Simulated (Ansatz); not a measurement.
# SiN: the cost of one run

Program: Ansatz 0.2.0. Level of theory: DFT PBE, scalar-relativistic, plane waves, PAW. These are calculated values, not measurements.

The COD cell was measured well above room temperature, so it is larger than a cold one.

3 further runs of the same task are left out: 3 set aside as unsound or not needed.

### 1 Starting point

Symmetry: Fm-3m, No. 225, cubic system. Conventional cell: a = 4.467 Å, b = 4.467 Å, c = 4.467 Å, α = 90.00°, β = 90.00°, γ = 90.00°. Around Si (site symmetry m-3m) lie 6 N at 2.23 Å. Around N (site symmetry m-3m) lie 6 Si at 2.23 Å.

As a file:

```cif
data_structure
_symmetry_space_group_name_H-M 'Fm-3m'
_symmetry_Int_Tables_number 225
_cell_length_a 4.4669
_cell_length_b 4.4669
_cell_length_c 4.4669
_cell_angle_alpha 90.000
_cell_angle_beta 90.000
_cell_angle_gamma 90.000
_cell_volume 89.13
loop_
_atom_site_label
_atom_site_type_symbol
_atom_site_symmetry_multiplicity
_atom_site_Wyckoff_symbol
_atom_site_fract_x
_atom_site_fract_y
_atom_site_fract_z
_atom_site_occupancy
Si1 Si 4 a 0.00000 0.00000 0.00000 1
N1 N 4 b 0.50000 0.00000 0.00000 1
```

(A quick probe on a coarse mesh, which set the mesh and smearing, is not shown.)

### 3 A loose first relaxation

The input, input.yaml:

```yaml
crystal:
  lattice:
    - [0.0, 2.2334539985, 2.2334539985]
    - [2.2334539985, 0.0, 2.2334539985]
    - [2.2334539985, 2.2334539985, 0.0]
  atoms:
    - { symbol: Si, position: [0.0, 0.0, 0.0] }
    - { symbol: "N", position: [0.5, 0.5, 0.5] }
basis:
  ecutwfc: 420
kpoints:
  mp_grid: { grid: [6, 6, 6] }
hamiltonian:
  xc: pbe
scf:
  occupations: { method: gaussian, width: 0.1 }
  lower_state_search: "off"
output:
  forces: true
  stress: true
  eigenvalues: true
relax:
  adjacent_minimum: "off"
  f_tol: 0.04
  max_steps: 70
  cell: { stress_tol: 0.4 }
```

The run is started by

```console
$ ansatz run input.yaml --threads 1 --pin off --max-ram 2560MiB --backend cpu --events-out ev --progress --plain --runs-dir out
```

What time and memory should one allow on 1 thread of Intel Xeon 6975P-C (Granite Rapids), shared host?

About 1.9 s, with a peak of 0.32 GiB.
